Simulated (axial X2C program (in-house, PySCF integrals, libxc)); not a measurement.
# CuNa⁺: bond curves with and without spin–orbit coupling

What are the state, bond length, wavenumber and bond energy of CuNa⁺, and what does spin–orbit coupling change?

Method: all-electron X2C, Cu dyall-cv3z, Na dyall-cv3z; program: an in-house X2C program for linear molecules on PySCF integrals.

All values are calculated.

### Step 1. The job

File task.json:

```json
{
 "zs": [
  29,
  11
 ],
 "q": 1,
 "bas": [
  "dyall-cv3z",
  "dyall-cv3z"
 ],
 "levels": [
  "PBE0",
  "HF",
  "BHandHLYP"
 ],
 "cc": true,
 "r0": 2.67,
 "thr": -1.0,
 "nmax": 90,
 "npts": 10,
 "nst": 2,
 "ntry": 6
}
```

Keys: zs atomic numbers; q charge; bas basis sets; levels methods (HF also brings MP2); cc coupled cluster on or off; r0 starting distance in Å; thr threshold in hartree for freezing inner shells (an s shell follows its p shell); nmax most natural virtual spinors; npts points asked for on the curve; nst determinants followed; ntry starts of the search.

The run is started by

```sh
python so2c.py task.json out
```

Spin-free means the one-electron spin-free X2C Hamiltonian; two-component (2c) means X2C with spin–orbit coupling and atomic mean-field two-electron Coulomb and Gaunt terms. Basis: Cu dyall-cv3z contracted to [9s9p6d3f2g], Na dyall-cv3z contracted to [9s8p5d2f]; Gaussian nuclei, density fitting. Masses: Cu 62.930 u, Na 22.990 u.

Notation: σ, π±, δ± give the projection m of an orbital's angular momentum (0, ±1, ±2), α and β its spin, Λ and M_S the sums; ω is the projection of a spinor's total angular momentum and Ω the sum. Logs are in hartree.

The results follow Hamiltonian by Hamiltonian and level by level.

### Step 2. State search with PBE0

PBE0 moves the distance from 2.670 Å to 3.010 Å and compares determinants there.

Spin-free determinants:

```json
{"ΔE (eV)": "0.00", "state": "M_S = 1/2, Λ = 0", "open shells": "beyond closed shells: σα"}
{"ΔE (eV)": "1.45", "state": "M_S = 1/2, Λ = 1", "open shells": "beyond closed shells: π+α, π+β, π-α"}
{"ΔE (eV)": "1.60", "state": "M_S = 1/2, Λ = 2", "open shells": "beyond closed shells: δ+α, δ+β, δ-α"}
{"ΔE (eV)": "4.39", "state": "M_S = 3/2, Λ = 0", "open shells": "beyond closed shells: 3 × σα"}
{"ΔE (eV)": "4.51", "state": "M_S = 1/2, Λ = 1", "open shells": "beyond closed shells: π+α"}
{"ΔE (eV)": "4.81", "state": "M_S = 3/2, Λ = 2", "open shells": "beyond closed shells: 2 × σα, δ+α, δ+β, δ-α"}
```

Two-component determinants:

| ΔE (eV) | state | open shells |
| --- | --- | --- |
| 0.00 | Ω = 1/2 | excess of +ω over −ω: ω = 1/2 |
| 1.39 | Ω = 3/2 | excess of +ω over −ω: ω = 3/2 |
| 1.50 | Ω = 5/2 | excess of +ω over −ω: ω = 5/2 |
| 4.39 | Ω = 3/2 | excess of +ω over −ω: 3 × ω = 1/2 |
| 4.45 | Ω = 5/2 | excess of +ω over −ω: 2 × ω = 1/2, ω = 3/2 |
| 4.53 | Ω = 3/2 | excess of +ω over −ω: ω = 3/2 |
| 4.71 | Ω = 1/2 | excess of +ω over −ω: 2 × ω = -1/2, ω = 3/2 |

### Step 3. PBE0, spin-free

State followed: M_S = 1/2, Λ = 0 (beyond closed shells: σα). The scan is laid around 3.010 Å, a first estimate of the minimum, and this SCF restarts from the orbitals of the search.

Output at 3.010 Å:

```text
spin-free X2C-1e  PBE0
basis functions 177  fitting functions 909  grid points 5085
iter        total energy     max residual
   1      -1816.790184915     4.86e-05
   2      -1816.790184900     1.26e-04
   3      -1816.790184957     1.65e-05
   4      -1816.790184970     1.06e-05
   5      -1816.790184976     4.32e-06
   6      -1816.790184976     1.49e-06
converged
one-electron -2638.64796532  Coulomb 847.82079285  exact exchange -20.08062599  xc functional -61.96462248  nuclear repulsion 56.08223597
```

Along the bond, energies from the lowest point:

```
R (Å)  E (eV)  μ (D)  HOMO (eV)  LUMO (eV)  iterations
2.619  0.0964   5.95     -11.14      -8.29          11
2.739  0.0403   6.30     -10.99      -8.17          11
2.829  0.0160   6.58     -10.88      -8.08          11
2.920  0.0037   6.86     -10.77      -7.99          11
3.010  0.0000   7.16     -10.66      -7.90           6
3.115  0.0048   7.51     -10.53      -7.79          10
3.221  0.0167   7.87     -10.40      -7.69          10
3.356  0.0387   8.36     -10.23      -7.56          11
3.522  0.0728   8.97     -10.04      -7.40          11
3.763  0.1281   9.91      -9.77      -7.18          11
```

Dipoles are positive if Na is the positive end and refer to the centre of mass.

Outer orbitals at the reference distance:

```csv
symmetry,occupied,ε (eV),atomic character
σα,yes,-12.24,98% Cu d
π-α,yes,-12.19,100% Cu d
π+α,yes,-12.19,100% Cu d
δ-α,yes,-12.14,100% Cu d
δ+α,yes,-12.14,100% Cu d
π-β,yes,-12.11,100% Cu d
π+β,yes,-12.11,100% Cu d
σβ,yes,-12.09,98% Cu d
δ-β,yes,-12.05,100% Cu d
δ+β,yes,-12.05,100% Cu d
σα,yes,-10.66,"63% Cu s, 16% Na s, 13% Na p"
σβ,no,-7.90,"61% Cu s, 23% Na s, 11% Na p"
σα,no,-6.14,"51% Na s, 29% Cu p, 11% Cu s"
σβ,no,-5.58,"51% Na s, 24% Cu p, 12% Cu s"
π-α,no,-4.82,"58% Cu p, 37% Na p, 5% Na d"
```

PBE0 fields in the half plane through the axis: z from -2.4 to 5.4 Å across, distance from the axis 0.15 to 2.25 Å upwards; Cu lies at z = 0 and Na at z = 3.010 Å; the ELF is damped to zero where the density is low.

log10 density (e/bohr³). Ten even steps from ' ' (-6.08 ) to '@' (1.37 ):
```
....::::--------------------------::::::::......      
..::::------==============------------::::::......    
::::------======================--------::::::....    
::::----====++++++++++++================----::::....  
::----====++++******++++++++======++++++====--::......
::--====++++****##******++++++++++******++==----::....
----====++**##%%%%%%##**++++++++**##%%##**++==--::....
----==++++**##@@@@@@##****++++++##%%@@%%##++==--::....
```

ELF. Ten even steps from '0' (0.00 ) to '9' (0.86 ):
```
000000001122221000000000000
000000111234454310000000000
000001111234676300000000000
000001111234676100000000000
000001111123574000110000000
000011123222572015653000000
000011378732461059997200000
000011584852450189298400000
```

Re = 3.005 Å, ωe = 119.0 cm⁻¹, Be = 0.1109 cm⁻¹, De = 0.495 eV, μ = 7.14 D.

### Step 4. HF, spin-free

Output at 3.010 Å:

```text
spin-free X2C-1e  HF
basis functions 177  fitting functions 909  grid points 5085
iter        total energy     max residual
   1      -1815.067440457     9.77e-02
   2      -1815.091059845     2.88e-02
   3      -1815.089727946     4.06e-02
   4      -1815.095713645     3.02e-03
   5      -1815.096085107     1.95e-03
   6      -1815.096325405     1.04e-03
   7      -1815.096380788     5.72e-04
   8      -1815.096389324     2.84e-04
   9      -1815.096391072     1.45e-04
  10      -1815.096391807     2.49e-05
  11      -1815.096391840     4.78e-06
  12      -1815.096391841     2.23e-06
converged
one-electron -2640.34760768  Coulomb 849.69817699  exact exchange -80.52919712  xc functional 0.00000000  nuclear repulsion 56.08223597
```

Re = 3.218 Å, ωe = 109.1 cm⁻¹, ωexe = 0.532 cm⁻¹, Be = 0.0967 cm⁻¹, De = 0.533 eV, μ = 6.87 D.

### Step 5. BHandHLYP, spin-free

The SCF at the reference distance of 3.010 Å:

```text
spin-free X2C-1e  BHandHLYP
basis functions 177  fitting functions 909  grid points 5085
iter        total energy     max residual
   1      -1817.055800278     3.19e-02
   2      -1817.056681982     1.99e-02
   3      -1817.054413391     3.31e-02
   4      -1817.058040994     1.83e-03
   5      -1817.058064392     4.61e-04
   6      -1817.058073204     4.37e-04
   7      -1817.058079117     2.09e-04
   8      -1817.058081145     9.97e-05
   9      -1817.058081695     1.51e-05
  10      -1817.058081707     3.76e-06
  11      -1817.058081707     6.56e-07
converged
one-electron -2639.38930801  Coulomb 848.62200863  exact exchange -40.19765571  xc functional -42.17536260  nuclear repulsion 56.08223597
```

Re = 3.018 Å, ωe = 116.9 cm⁻¹, Be = 0.1099 cm⁻¹, De = 0.496 eV, μ = 7.07 D.

### Step 6. MP2 and beyond, spin-free

Correlated methods: 11 electrons correlated (frozen shells, counted by type: Cu 3 s, 2 p; Na 2 s, 1 p), 271 virtual spinors in MP2, 90 natural virtuals in coupled cluster.

Output of the correlated part at 3.010 Å:

```text
correlated 11  virtual 271  natural virtual 90  E(MP2) -0.514009335  MP2 remainder -0.012476739
iter   CCSD correlation   residual
   1     -0.407410818   2.08e-01
   2     -0.432502289   1.14e-01
   3     -0.435381122   2.00e-02
   4     -0.435214933   9.27e-03
   5     -0.435349566   3.19e-03
   6     -0.435391985   1.67e-03
   7     -0.435345177   9.70e-04
   8     -0.435366570   5.26e-04
   9     -0.435371772   2.86e-04
  10     -0.435368276   1.29e-04
  11     -0.435372697   5.04e-05
  12     -0.435371274   2.28e-05
  13     -0.435371436   1.01e-05
  14     -0.435371358   4.75e-06
  15     -0.435371318   2.41e-06
  16     -0.435371325   9.28e-07
(T) -0.017840972  T1 0.0289  D1 0.0672  max T2 0.031
```

T1 in the output is the amplitude norm over the root of the electron number; divide by √2 for the Lee–Taylor value.

MP2: Re = 3.036 Å, ωe = 118.4 cm⁻¹, Be = 0.1086 cm⁻¹, De = 0.407 eV.

CCSD: Re = 3.085 Å, ωe = 112.7 cm⁻¹, ωexe = 0.761 cm⁻¹, Be = 0.1052 cm⁻¹, De = 0.432 eV. T1 at Re = 0.020 (Lee–Taylor, the printed value over √2).

CCSD(T): Re = 3.066 Å, ωe = 114.2 cm⁻¹, ωexe = 0.803 cm⁻¹, Be = 0.1065 cm⁻¹, De = 0.427 eV. T1 at Re = 0.020 (Lee–Taylor, the printed value over √2).

### Step 7. A higher determinant, spin-free

State: M_S = 1/2, Λ = 1 (beyond closed shells: π+α, π+β, π-α).

Output at the reference distance:

```text
spin-free X2C-1e  PBE0
basis functions 177  fitting functions 909  grid points 5085
iter        total energy     max residual
   1      -1816.737026854     2.23e-05
   2      -1816.737026888     1.47e-05
   3      -1816.737026898     9.23e-06
   4      -1816.737026907     5.98e-06
   5      -1816.737026912     1.72e-06
   6      -1816.737026912     1.87e-07
converged
one-electron -2633.20522567  Coulomb 842.20539437  exact exchange -20.03867759  xc functional -61.78075400  nuclear repulsion 56.08223597
```

| R (Å) | E above the lowest PBE0 point (eV) |
| --- | --- |
| 2.619 | 1.599 |
| 2.739 | 1.515 |
| 2.829 | 1.477 |
| 2.920 | 1.456 |
| 3.010 | 1.447 |
| 3.115 | 1.448 |
| 3.221 | 1.459 |
| 3.356 | 1.481 |
| 3.522 | 1.518 |

Re = 3.048 Å, ωe = 129.5 cm⁻¹, ωexe = 1.24 cm⁻¹, Be = 0.1078 cm⁻¹, μ = 7.29 D. Te = 1.45 eV.

### Step 8. The spin-free curves together

Energy (eV) of the followed determinant, spin-free, from each level's lowest point:

```
R (Å)   PBE0     HF    MP2   CCSD  CCSD(T)  BHandHLYP
2.619  0.096  0.215  0.115    n/a      n/a      0.100
2.739  0.040  0.123  0.051  0.065    0.058      0.043
2.829  0.016  0.075  0.022  0.032    0.027      0.018
2.920  0.004  0.041  0.006  0.012    0.009      0.005
3.010  0.000  0.019  0.000  0.002    0.000      0.000
3.115  0.005  0.004  0.002  0.000    0.000      0.004
3.221  0.017  0.000  0.012  0.006    0.007      0.014
3.356  0.039  0.006  0.033  0.022    0.025      0.036
3.522  0.073  0.027  0.065    n/a      n/a      0.069
3.763  0.128  0.074  0.120    n/a      n/a      0.123
```

### Step 9. PBE0, 2c

State followed: Ω = 1/2 (excess of +ω over −ω: ω = 1/2). The scan is laid around 3.010 Å, a first estimate of the minimum, and this SCF restarts from the orbitals of the search.

The SCF at the reference distance of 3.010 Å:

```text
two-component X2C + atomic mean field  PBE0
basis functions 177  fitting functions 909  grid points 5085
iter        total energy     max residual
   1      -1816.292779799     3.80e-05
   2      -1816.292779840     5.77e-05
   3      -1816.292779858     2.18e-05
   4      -1816.292779885     8.67e-06
   5      -1816.292779888     2.41e-06
   6      -1816.292779888     8.36e-07
converged
one-electron -2637.39742726  Coulomb 847.56867288  exact exchange -20.07511024  xc functional -61.94745612  nuclear repulsion 56.08223597  atomic mean-field constant -0.52369513
```

Along the bond, energies from the lowest point:

```
R (Å)  E (eV)  μ (D)  HOMO (eV)  LUMO (eV)  iterations
2.619  0.0966   5.95     -11.14      -8.28          11
2.739  0.0404   6.30     -10.99      -8.16          11
2.829  0.0161   6.58     -10.88      -8.07          11
2.920  0.0037   6.86     -10.77      -7.98          11
3.010  0.0000   7.16     -10.65      -7.90           6
3.115  0.0048   7.51     -10.52      -7.79          10
3.221  0.0166   7.87     -10.39      -7.69          10
3.356  0.0387   8.36     -10.23      -7.56          11
3.522  0.0728   8.97     -10.04      -7.40          11
3.763  0.1279   9.90      -9.76      -7.18          11
```

Dipoles are positive if Na is the positive end and refer to the centre of mass.

Outer spinors at the reference distance:

```
   ω  occupied  ε (eV)              atomic character     λ mixture
 1/2       yes  -12.34                      99% Cu d  65% σ, 35% π
-1/2       yes  -12.32                      99% Cu d  75% π, 25% σ
-3/2       yes  -12.30                     100% Cu d  83% δ, 17% π
 3/2       yes  -12.26                     100% Cu d  55% δ, 45% π
 1/2       yes  -12.07                      99% Cu d  65% π, 35% σ
 3/2       yes  -12.05                     100% Cu d  55% π, 45% δ
 5/2       yes  -12.04                     100% Cu d        100% δ
-1/2       yes  -12.02                      99% Cu d  75% σ, 25% π
-3/2       yes  -12.02                     100% Cu d  83% π, 17% δ
-5/2       yes  -11.95                     100% Cu d        100% δ
 1/2       yes  -10.65  63% Cu s, 16% Na s, 13% Na p        100% σ
-1/2        no   -7.90  61% Cu s, 23% Na s, 11% Na p        100% σ
 1/2        no   -6.14  51% Na s, 29% Cu p, 11% Cu s        100% σ
-1/2        no   -5.58  51% Na s, 24% Cu p, 12% Cu s        100% σ
-1/2        no   -4.83   58% Cu p, 36% Na p, 5% Na d        100% π
```

PBE0 fields in the half plane through the axis: z from -2.4 to 5.4 Å across, distance from the axis 0.15 to 2.25 Å upwards; Cu lies at z = 0 and Na at z = 3.010 Å; the ELF is damped to zero where the density is low.

log10 density (e/bohr³). Ten even steps from '0' (-6.08 ) to '9' (1.37 ):
```
112233333333333332222111000
122333444444433333322211100
223334444444444433332221100
223344555555444444443322110
233445566655554445554432111
234455667666555556665433211
334456788876555567876543211
334556799976655578987543211
```

ELF. Ten even steps from '0' (0.00 ) to '9' (0.86 ):
```
000000001122221000000000000
000000111234454310000000000
000001111234676300000000000
000001111234676100000000000
000001111123574000110000000
000011123222572015653000000
000011378732461059997200000
000011584852450189298400000
```

Re = 3.005 Å, ωe = 119.0 cm⁻¹, Be = 0.1108 cm⁻¹, De = 0.495 eV, μ = 7.14 D.

### Step 10. HF, 2c

Output at 3.010 Å:

```text
two-component X2C + atomic mean field  HF
basis functions 177  fitting functions 909  grid points 5085
iter        total energy     max residual
   1      -1814.570654482     9.77e-02
   2      -1814.594272037     2.90e-02
   3      -1814.592950842     4.06e-02
   4      -1814.598919906     3.02e-03
   5      -1814.599291850     1.95e-03
   6      -1814.599532813     1.05e-03
   7      -1814.599588841     5.74e-04
   8      -1814.599597627     2.84e-04
   9      -1814.599599465     1.45e-04
  10      -1814.599600252     2.52e-05
  11      -1814.599600291     8.76e-06
  12      -1814.599600295     5.66e-06
  13      -1814.599600296     3.87e-06
  14      -1814.599600296     1.85e-06
converged
one-electron -2639.09622844  Coulomb 849.44521100  exact exchange -80.50712370  xc functional 0.00000000  nuclear repulsion 56.08223597  atomic mean-field constant -0.52369513
```

Re = 3.218 Å, ωe = 109.1 cm⁻¹, ωexe = 0.532 cm⁻¹, Be = 0.09666 cm⁻¹, De = 0.533 eV, μ = 6.87 D.

### Step 11. BHandHLYP, 2c

Output at 3.010 Å:

```text
two-component X2C + atomic mean field  BHandHLYP
basis functions 177  fitting functions 909  grid points 5085
iter        total energy     max residual
   1      -1816.558436792     3.20e-02
   2      -1816.559320196     2.00e-02
   3      -1816.557057050     3.31e-02
   4      -1816.560676624     1.83e-03
   5      -1816.560700038     4.61e-04
   6      -1816.560708924     4.40e-04
   7      -1816.560714923     2.10e-04
   8      -1816.560717025     1.00e-04
   9      -1816.560717612     1.57e-05
  10      -1816.560717628     6.37e-06
  11      -1816.560717629     4.72e-06
converged
one-electron -2638.13861438  Coulomb 848.36973960  exact exchange -40.18662676  xc functional -42.16375694  nuclear repulsion 56.08223597  atomic mean-field constant -0.52369513
```

Re = 3.018 Å, ωe = 116.8 cm⁻¹, Be = 0.1099 cm⁻¹, De = 0.496 eV, μ = 7.07 D.

### Step 12. MP2 and beyond, 2c

Correlated methods: 11 electrons correlated (frozen shells, counted by type: Cu 3 s, 2 p; Na 2 s, 1 p), 271 virtual spinors in MP2, 90 natural virtuals in coupled cluster.

Output of the correlated part at 3.010 Å:

```text
correlated 11  virtual 271  natural virtual 90  E(MP2) -0.513740303  MP2 remainder -0.012473265
iter   CCSD correlation   residual
   1     -0.407291652   2.08e-01
   2     -0.432330921   1.14e-01
   3     -0.435205358   2.00e-02
   4     -0.435039185   9.26e-03
   5     -0.435173410   3.18e-03
   6     -0.435215536   1.67e-03
   7     -0.435168899   9.70e-04
   8     -0.435190289   5.27e-04
   9     -0.435195423   2.86e-04
  10     -0.435191965   1.30e-04
  11     -0.435196385   5.12e-05
  12     -0.435194945   2.39e-05
  13     -0.435195120   1.14e-05
  14     -0.435195036   5.95e-06
  15     -0.435194991   3.48e-06
  16     -0.435195004   1.91e-06
(T) -0.017814613  T1 0.0289  D1 0.0672  max T2 0.032
```

MP2: Re = 3.037 Å, ωe = 118.2 cm⁻¹, Be = 0.1085 cm⁻¹, De = 0.407 eV.

CCSD: Re = 3.086 Å, ωe = 112.6 cm⁻¹, ωexe = 0.745 cm⁻¹, Be = 0.1051 cm⁻¹, De = 0.434 eV. T1 at Re = 0.020 (Lee–Taylor, the printed value over √2).

CCSD(T): Re = 3.066 Å, ωe = 114.1 cm⁻¹, ωexe = 0.785 cm⁻¹, Be = 0.1065 cm⁻¹, De = 0.424 eV. T1 at Re = 0.020 (Lee–Taylor, the printed value over √2).

### Step 13. A higher determinant, 2c

State: Ω = 3/2 (excess of +ω over −ω: ω = 3/2).

Output at the reference distance:

```text
two-component X2C + atomic mean field  PBE0
basis functions 177  fitting functions 909  grid points 5085
iter        total energy     max residual
   1      -1816.241736447     3.50e-05
   2      -1816.241736449     3.10e-05
   3      -1816.241736452     1.24e-05
   4      -1816.241736452     2.70e-06
converged
one-electron -2631.96861403  Coulomb 841.96425840  exact exchange -20.03300052  xc functional -61.76292115  nuclear repulsion 56.08223597  atomic mean-field constant -0.52369513
```

```csv
R (Å),E above the lowest PBE0 point (eV)
2.619,1.541
2.739,1.457
2.829,1.419
2.920,1.398
3.010,1.389
3.115,1.390
3.221,1.401
3.356,1.424
3.522,1.461
```

Re = 3.047 Å, ωe = 129.6 cm⁻¹, ωexe = 1.24 cm⁻¹, Be = 0.1078 cm⁻¹, μ = 7.28 D. Te = 1.39 eV.

### Step 14. The 2c curves together

Energy (eV) of the followed determinant, 2c, from each level's lowest point:

| R (Å) | PBE0 | HF | MP2 | CCSD | CCSD(T) | BHandHLYP |
| --- | --- | --- | --- | --- | --- | --- |
| 2.619 | 0.097 | 0.215 | 0.115 | n/a | n/a | 0.100 |
| 2.739 | 0.040 | 0.124 | 0.051 | 0.065 | 0.058 | 0.043 |
| 2.829 | 0.016 | 0.076 | 0.023 | 0.032 | 0.027 | 0.018 |
| 2.920 | 0.004 | 0.041 | 0.006 | 0.012 | 0.009 | 0.005 |
| 3.010 | 0.000 | 0.019 | 0.000 | 0.002 | 0.000 | 0.000 |
| 3.115 | 0.005 | 0.004 | 0.002 | 0.000 | 0.000 | 0.004 |
| 3.221 | 0.017 | 0.000 | 0.012 | 0.006 | 0.007 | 0.014 |
| 3.356 | 0.039 | 0.006 | 0.032 | 0.022 | 0.025 | 0.035 |
| 3.522 | 0.073 | 0.027 | 0.065 | n/a | n/a | 0.069 |
| 3.763 | 0.128 | 0.074 | 0.119 | n/a | n/a | 0.123 |

The whole job took 2.1 min on 1 thread, shared host.

### Step 15. Constants

Lowest determinant that the search found at its distance, spin-free: M_S = 1/2, Λ = 0 (beyond closed shells: σα).

Lowest determinant that the search found at its distance, 2c: Ω = 1/2 (excess of +ω over −ω: ω = 1/2).

| Hamiltonian | level | Re (Å) | ωe (cm⁻¹) | De (eV) | μ (D) |
| --- | --- | --- | --- | --- | --- |
| spin-free | PBE0 | 3.005 | 119.0 | 0.495 | 7.14 |
| spin-free | HF | 3.218 | 109.1 | 0.533 | 6.87 |
| spin-free | MP2 | 3.036 | 118.4 | 0.407 | n/a |
| spin-free | CCSD | 3.085 | 112.7 | 0.432 | n/a |
| spin-free | CCSD(T) | 3.066 | 114.2 | 0.427 | n/a |
| spin-free | BHandHLYP | 3.018 | 116.9 | 0.496 | 7.07 |
| 2c | PBE0 | 3.005 | 119.0 | 0.495 | 7.14 |
| 2c | HF | 3.218 | 109.1 | 0.533 | 6.87 |
| 2c | MP2 | 3.037 | 118.2 | 0.407 | n/a |
| 2c | CCSD | 3.086 | 112.6 | 0.434 | n/a |
| 2c | CCSD(T) | 3.066 | 114.1 | 0.424 | n/a |
| 2c | BHandHLYP | 3.018 | 116.8 | 0.496 | 7.07 |

Dipoles are positive if Na is the positive end and refer to the centre of mass.

Time per point (s) on 1 thread, shared host (2c runs; CCSD comes with the CCSD(T) run); the times are rough: PBE0 0.49, HF 0.32, MP2 0.58, CCSD(T) 4.5, BHandHLYP 0.53.

In words: At CCSD(T), going from spin-free to two-component changes Re by +1 mÅ, ωe by -0.1 %; the spin-free picture holds up (part of it comes from the scalar share of the two-electron terms). De moves by 0.00 eV; both De rest on single-determinant atoms, which can miss part of an open shell's spin–orbit lowering.

De refers to Cu + Na+, each in the lowest determinant found, which need not be this curve's own limit. The state is a single determinant with fixed occupations, the lowest that a limited PBE0 search found. De is counted from the lowest determinant-based energies of the atoms at the same level, without counterpoise correction. Density functionals use the spin component along the axis (collinear). Coupled cluster ran in a truncated set of natural virtual spinors; the MP2 energy of the rest was added.
